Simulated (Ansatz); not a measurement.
# As4Se: the cost of one run

Method: DFT PBE, scalar-relativistic, plane waves, PAW, unless a step names another level, in Ansatz 0.2.0.

5 further runs of the same task are left out: 3 that didn't finish, 2 set aside as unsound or not needed.

## (1) The starting structure

The structure is monoclinic, space group C2/m (No. 12). Conventional cell: a = 6.868 Å, b = 3.787 Å, c = 9.075 Å, α = 90.00°, β = 110.85°, γ = 90.00°. As (site symmetry m) is surrounded by 3 As at 2.57 to 2.74 Å and 1 Se at 2.63 Å. Around As (site symmetry m) lie 4 As at 2.57 to 2.74 Å. Se (site symmetry 2/m) has 2 As at 2.63 Å as nearest neighbours.

As a file:

```cif
data_structure
_symmetry_space_group_name_H-M 'C2/m'
_symmetry_Int_Tables_number 12
_cell_length_a 6.8680
_cell_length_b 3.7873
_cell_length_c 9.0746
_cell_angle_alpha 90.000
_cell_angle_beta 110.847
_cell_angle_gamma 90.000
_cell_volume 220.59
loop_
_atom_site_label
_atom_site_type_symbol
_atom_site_symmetry_multiplicity
_atom_site_Wyckoff_symbol
_atom_site_fract_x
_atom_site_fract_y
_atom_site_fract_z
_atom_site_occupancy
As1 As 4 i 0.67033 0.50000 0.78253 1
As2 As 4 i 0.44015 0.00000 0.62075 1
Se1 Se 2 a 0.00000 0.00000 0.00000 1
```

It came out lowest among 22 distinct ends of the trial cells. At a tolerance of 0.05 Å it has space group C2/m (No. 12).

## (2) Tight relaxation for the response runs, on the response runs' mesh and smearing

input.yaml reads:

```yaml
crystal:
  lattice:
    - [3.4319377296, -1.8936723765, -0.1187170897]
    - [3.4319377296, 1.8936723765, -0.1187170897]
    - [-3.343264278, 0.0, 8.601233355]
  atoms:
    - { symbol: As, position: [0.612195694, 0.612195694, 0.7825297021] }
    - { symbol: As, position: [0.1806072246, 0.1806072246, 0.6207546737] }
    - { symbol: As, position: [0.8193927754, 0.8193927754, 0.3792453263] }
    - { symbol: As, position: [0.387804306, 0.387804306, 0.2174702979] }
    - { symbol: Se, position: [0.0, 0.0, 0.0] }
basis:
  ecutwfc: 420
kpoints:
  mp_grid: { grid: [10, 10, 4] }
hamiltonian:
  xc: pbe
scf:
  occupations: { method: gaussian, width: 0.1 }
output:
  forces: true
  stress: true
  eigenvalues: true
relax:
  adjacent_minimum: "off"
  f_tol: 0.001
  max_steps: 60
  cell: { stress_tol: 0.01 }
```

Command:

```sh
> ansatz run input.yaml --threads 3 --pin off --max-ram 7680MiB --backend cpu --events-out ev --progress --plain --runs-dir out
```

**Question.** How long does this run take on 3 threads of Intel Xeon 6975P-C (Granite Rapids), shared host, and how much memory does it need?

About 28 s, with a peak of 0.78 GiB.
